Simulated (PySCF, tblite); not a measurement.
# C4H10AsB: dynamics, then NMR shifts on frames, part 2 of 2

tblite 0.8.0 and PySCF 2.14.0. Atoms count from 0. Earlier steps stand in the parts before.

### 5 NMR shieldings: 625 fs, PBE0/pcSseg-1

What the job is given:

```
{"job": {"kind": "nmr", "xc": "PBE0", "basis": "pcSseg-1", "pop": false}, "charge": 0, "multiplicity": 1}
C     -3.986700    -0.408400     0.685900
C     -2.775900    -0.678100     1.035400
C     -1.665800     0.415700     1.251100
As    -0.479000     0.151800    -0.385200
B     -0.024800    -1.840900    -0.116600
C      1.492100    -2.354100    -0.116100
H     -4.854100    -1.019400     0.446200
H     -4.130000     0.710500     0.750100
H     -2.436000    -1.700000     1.145100
H     -1.505100     0.110000     2.350000
H     -2.244400     1.398900     1.274400
H      0.835200     0.645100     0.200100
H     -0.773200    -2.732700     0.018300
H      2.329600    -1.815600     0.408600
H      1.935900    -2.469200    -1.071300
H      1.525400    -3.364000     0.191500
```

With the program's defaults for keys left out, this is: GIAO PBE0/pcSseg-1 NMR shielding, non-relativistic, gas phase.

The log of the run:

```text
coarse grid: 57952 points
cycle   1  E = -2418.2534183456  dE = -5.558e-01  |g| = 7.856e-01  |ddm| = 3.515e+00
cycle   2  E = -2418.2463198729  dE =  7.098e-03  |g| = 6.586e-01  |ddm| = 8.231e-01
cycle   3  E = -2418.3116733952  dE = -6.535e-02  |g| = 1.046e-01  |ddm| = 5.604e-01
cycle   4  E = -2418.3141751730  dE = -2.502e-03  |g| = 2.247e-02  |ddm| = 1.452e-01
cycle   5  E = -2418.3143433453  dE = -1.682e-04  |g| = 6.638e-03  |ddm| = 3.729e-02
cycle   6  E = -2418.3143539464  dE = -1.060e-05  |g| = 1.579e-03  |ddm| = 7.156e-03
cycle   7  E = -2418.3143544054  dE = -4.589e-07  |g| = 8.387e-04  |ddm| = 1.922e-03
final grid: 122840 points
cycle   8  E = -2418.3143850509  dE =  2.967e-07  |g| = 1.379e-03  |ddm| = 2.204e-03
cycle   9  E = -2418.3143840863  dE =  9.646e-07  |g| = 2.346e-03  |ddm| = 3.004e-03
cycle  10  E = -2418.3143855570  dE = -1.471e-06  |g| = 1.072e-04  |ddm| = 1.919e-03
cycle  11  E = -2418.3143855601  dE = -3.139e-09  |g| = 9.937e-06  |ddm| = 1.144e-04
cycle  12  E = -2418.3143855602  dE = -3.547e-11  |g| = 3.114e-06  |ddm| = 1.281e-05
converged SCF energy = -2418.3143855602

GIAO shielding tensors (ppm)
atom      isotropic    diamagn.    paramagn.     s11        s22        s33       span
  0 C       68.937     253.075    -184.139    -34.672     99.052    142.430    177.102
  1 C       38.518     259.735    -221.218    -77.424     45.793    147.184    224.607
  2 C      138.450     239.255    -100.805    113.028    142.143    160.179     47.151
  3 As    1551.292    2877.402   -1326.110   1460.570   1521.924   1671.383    210.813
  4 B      -10.974     188.973    -199.947   -112.739    -43.689    123.507    236.246
  5 C      170.340     246.332     -75.993    136.813    179.194    195.012     58.199
  6 H       25.855      27.689      -1.834     23.536     24.805     29.224      5.688
  7 H       25.539      29.050      -3.511     22.852     23.173     30.593      7.740
  8 H       25.096      31.975      -6.879     22.572     24.184     28.533      5.961
  9 H       26.781      27.922      -1.141     22.839     25.388     32.116      9.277
 10 H       28.277      29.964      -1.687     24.917     26.041     33.873      8.956
 11 H       27.134      31.422      -4.288     20.008     23.753     37.641     17.633
 12 H       21.600      30.566      -8.967     12.172     24.678     27.949     15.776
 13 H       29.403      29.608      -0.206     25.354     28.660     34.194      8.840
 14 H       31.356      29.758       1.598     27.092     29.595     37.382     10.289
 15 H       30.388      28.551       1.837     26.196     28.845     36.125      9.929
```

It took 17 s on 1 thread of Arm Neoverse V2, shared host; peak memory 0.88 GiB.

Key values: δ C1 148.4, C0 118.0, C2 48.5, C5 16.6, H12 10.12, H8 6.62 ppm.

### 6 Nuclear shieldings: 800 fs, PBE0/pcSseg-1

What the job is given:

```
{"job": {"kind": "nmr", "xc": "PBE0", "basis": "pcSseg-1", "pop": false}, "charge": 0, "multiplicity": 1}
C     -2.838300    -0.561500     1.010000
C     -2.018700    -0.002500     1.925400
C     -0.865800     0.913500     1.341800
As    -0.414800     0.022000    -0.534000
B      0.022200    -1.910700     0.293100
C      1.452600    -2.091800     1.050200
H     -3.743800    -1.096000     1.036700
H     -2.599000    -0.680700    -0.070400
H     -2.322300     0.237800     2.924000
H      0.037100     0.912300     1.854800
H     -1.305000     1.898500     1.262500
H      1.082900     0.359300    -0.614300
H     -0.722600    -2.790200     0.167400
H      1.909500    -3.046800     1.066000
H      0.958500    -1.861900     2.094700
H      2.239600    -1.265500     0.802000
```

Method: GIAO PBE0/pcSseg-1 NMR shielding, non-relativistic, gas phase.

The log of the run:

```text
coarse grid: 57952 points
cycle   1  E = -2418.2561076634  dE = -7.046e-01  |g| = 7.404e-01  |ddm| = 3.498e+00
cycle   2  E = -2418.2535474599  dE =  2.560e-03  |g| = 5.861e-01  |ddm| = 6.821e-01
cycle   3  E = -2418.2987855310  dE = -4.524e-02  |g| = 1.286e-01  |ddm| = 4.734e-01
cycle   4  E = -2418.3024836607  dE = -3.698e-03  |g| = 4.104e-02  |ddm| = 1.551e-01
cycle   5  E = -2418.3028795645  dE = -3.959e-04  |g| = 1.183e-02  |ddm| = 3.473e-02
cycle   6  E = -2418.3029172847  dE = -3.772e-05  |g| = 2.955e-03  |ddm| = 1.455e-02
cycle   7  E = -2418.3029195395  dE = -2.255e-06  |g| = 1.178e-03  |ddm| = 3.681e-03
final grid: 122840 points
cycle   8  E = -2418.3028948850  dE =  4.000e-07  |g| = 1.780e-03  |ddm| = 3.569e-03
cycle   9  E = -2418.3028933379  dE =  1.547e-06  |g| = 2.932e-03  |ddm| = 3.989e-03
cycle  10  E = -2418.3028957334  dE = -2.395e-06  |g| = 3.114e-04  |ddm| = 2.591e-03
cycle  11  E = -2418.3028957596  dE = -2.621e-08  |g| = 2.887e-05  |ddm| = 2.738e-04
cycle  12  E = -2418.3028957598  dE = -2.101e-10  |g| = 8.252e-06  |ddm| = 3.702e-05
converged SCF energy = -2418.3028957598

GIAO shielding tensors (ppm)
atom      isotropic    diamagn.    paramagn.     s11        s22        s33       span
  0 C       49.561     256.998    -207.437    -56.463     37.020    168.126    224.589
  1 C       39.743     254.429    -214.685    -64.751     24.861    159.120    223.871
  2 C      147.961     249.575    -101.614    120.002    148.863    175.019     55.017
  3 As    1520.105    2878.423   -1358.319   1402.728   1540.761   1616.825    214.098
  4 B       -5.048     193.590    -198.638    -89.475    -43.671    118.002    207.477
  5 C      142.527     254.470    -111.943    116.734    153.187    157.661     40.927
  6 H       25.952      28.918      -2.966     24.763     26.154     26.938      2.175
  7 H       23.556      32.875      -9.319     18.495     20.092     32.081     13.587
  8 H       25.074      28.764      -3.690     23.007     25.252     26.962      3.955
  9 H       29.266      33.979      -4.713     23.651     28.914     35.234     11.583
 10 H       29.054      31.567      -2.513     24.936     26.971     35.254     10.318
 11 H       27.932      32.350      -4.418     22.683     23.267     37.846     15.162
 12 H       22.111      31.026      -8.915     12.513     25.814     28.006     15.493
 13 H       29.371      29.380      -0.009     25.803     27.511     34.798      8.996
 14 H       29.459      28.683       0.777     25.614     29.842     32.922      7.308
 15 H       27.386      30.531      -3.145     23.407     29.191     29.560      6.153
```

Run time: 18 s. Hardware: 1 thread of Arm Neoverse V2, shared host; peak memory 0.89 GiB.

In short: δ C1 147.2, C0 137.4, C5 44.4, C2 39.0, H12 9.61, H7 8.16 ppm.

### 7 Nuclear shieldings: 1000 fs, PBE0/pcSseg-1

What the job is given:

```
{"job": {"kind": "nmr", "xc": "PBE0", "basis": "pcSseg-1", "pop": false}, "charge": 0, "multiplicity": 1}
C     -1.990100     0.809800     2.559600
C     -1.875900     0.980300     1.244600
C     -0.519100     1.207000     0.621400
As    -0.579200     0.005700    -1.000600
B     -0.752900    -1.579000     0.214300
C      0.274100    -2.692100     0.648100
H     -3.059200     0.576300     3.096200
H     -1.194700     0.570800     3.220800
H     -2.695600     0.865500     0.584400
H      0.173700     1.129300     1.375700
H     -0.567000     2.224600     0.270400
H      0.916200    -0.457900    -1.252700
H     -1.734100    -1.446700     0.865600
H     -0.384900    -3.487700     1.032000
H      0.813200    -2.298200     1.561800
H      1.132800    -3.098800     0.044300
```

With the program's defaults for keys left out, this is: GIAO PBE0/pcSseg-1 NMR shielding, non-relativistic, gas phase.

The log of the run:

```text
coarse grid: 57952 points
cycle   1  E = -2418.2632525410  dE = -4.935e-01  |g| = 7.626e-01  |ddm| = 3.563e+00
cycle   2  E = -2418.2550944844  dE =  8.158e-03  |g| = 6.339e-01  |ddm| = 7.858e-01
cycle   3  E = -2418.3133074835  dE = -5.821e-02  |g| = 1.233e-01  |ddm| = 5.644e-01
cycle   4  E = -2418.3169682609  dE = -3.661e-03  |g| = 2.841e-02  |ddm| = 1.735e-01
cycle   5  E = -2418.3172054042  dE = -2.371e-04  |g| = 8.475e-03  |ddm| = 3.648e-02
cycle   6  E = -2418.3172229616  dE = -1.756e-05  |g| = 2.416e-03  |ddm| = 9.307e-03
cycle   7  E = -2418.3172244064  dE = -1.445e-06  |g| = 1.075e-03  |ddm| = 3.241e-03
final grid: 122840 points
cycle   8  E = -2418.3171647682  dE =  4.199e-07  |g| = 1.722e-03  |ddm| = 2.637e-03
cycle   9  E = -2418.3171631755  dE =  1.593e-06  |g| = 3.014e-03  |ddm| = 3.624e-03
cycle  10  E = -2418.3171655169  dE = -2.341e-06  |g| = 2.070e-04  |ddm| = 2.366e-03
cycle  11  E = -2418.3171655279  dE = -1.101e-08  |g| = 1.473e-05  |ddm| = 1.750e-04
cycle  12  E = -2418.3171655280  dE = -5.275e-11  |g| = 5.219e-06  |ddm| = 2.146e-05
converged SCF energy = -2418.3171655280

GIAO shielding tensors (ppm)
atom      isotropic    diamagn.    paramagn.     s11        s22        s33       span
  0 C       60.262     253.845    -193.583    -42.015     74.898    147.903    189.918
  1 C       37.210     259.572    -222.361    -84.668     38.594    157.705    242.373
  2 C      157.764     245.420     -87.656    137.130    156.496    179.667     42.537
  3 As    1633.689    2878.487   -1244.798   1437.225   1648.350   1815.492    378.268
  4 B      -14.300     193.971    -208.271   -130.684    -36.140    123.923    254.607
  5 C      162.196     250.787     -88.590    136.129    164.838    185.622     49.493
  6 H       24.605      24.445       0.160     22.350     22.959     28.507      6.157
  7 H       26.367      31.835      -5.467     22.947     26.296     29.859      6.911
  8 H       25.202      32.045      -6.844     21.021     24.025     30.559      9.538
  9 H       30.575      34.522      -3.948     27.062     28.689     35.973      8.911
 10 H       29.092      30.852      -1.761     24.010     27.362     35.903     11.893
 11 H       27.119      30.520      -3.401     21.956     22.618     36.782     14.826
 12 H       21.646      32.427     -10.780     10.524     24.566     29.849     19.325
 13 H       28.839      27.167       1.672     24.206     27.617     34.694     10.488
 14 H       29.540      30.153      -0.613     26.827     27.343     34.450      7.623
 15 H       28.682      29.061      -0.379     25.649     27.406     32.991      7.342
```

It took 19 s on 1 thread of Arm Neoverse V2, shared host; peak memory 0.88 GiB.

In short: δ C1 149.7, C0 126.7, C2 29.2, C5 24.7, H12 10.07, H6 7.11 ppm.

### 8 Side by side: NMR shifts

Shifts (ppm) of some atoms, chosen among heavy atoms and hydrogens apart, with basis size and wall time:

```
  frame     C0    C5    C2   H15    H9  As3     B4  functions  time
 250 fs  129.5  28.2  16.6  3.51  0.98  417  123.4        176  18 s
 425 fs  119.5  10.8  48.4  1.18  3.43  530  100.2        176  17 s
 625 fs  118.0  16.6  48.5  1.33  4.94  437  111.0        176  17 s
 800 fs  137.4  44.4  39.0  4.33  2.45  469  105.1        176  18 s
1000 fs  126.7  24.7  29.2  3.04  1.14  355  114.4        176  19 s
```

### 9 Outcome

This closing draws on all 2 parts.

```
                                           quantity                                                            value
                                         thermostat                                                            600 K
                      mean temperature, second half                                                            589 K
            mean potential energy above the minimum                                                          1.11 eV
     13C shifts against TMS (PBE0/pcSseg-1, 250 fs)                                     152.1, 129.5, 28.2, 16.6 ppm
      1H shifts against TMS (PBE0/pcSseg-1, 250 fs)  10.88, 6.81, 5.87, 5.74, 3.51, 3.43, 2.88, 2.72, 2.06, 0.98 ppm
   75As shifts against AsH3 (PBE0/pcSseg-1, 250 fs)                                                          417 ppm
11B shifts against BF3·OEt2 (PBE0/pcSseg-1, 250 fs)                                                        123.4 ppm
                          range of the shift of As3                                                   355 to 530 ppm
```

What this shows: In the second half the potential energy averages 1.11 eV above the minimum; equipartition over 42 harmonic modes at 600 K would give 1.09 eV. With 16 atoms the temperature swings widely (258 to 880 K). Shifts at one fixed geometry are not the observed spectrum, which averages over the motion. In the first frame run (250 fs): The largest span, 295 ppm, is at As3, where the paramagnetic term is -1308 ppm. In ppm, As3 moves most: its shift spreads over 175 ppm, from 355 (1000 fs) to 530 (425 fs). Spin-orbit coupling is left out, which matters for shieldings and couplings at and beside the heavy atoms.
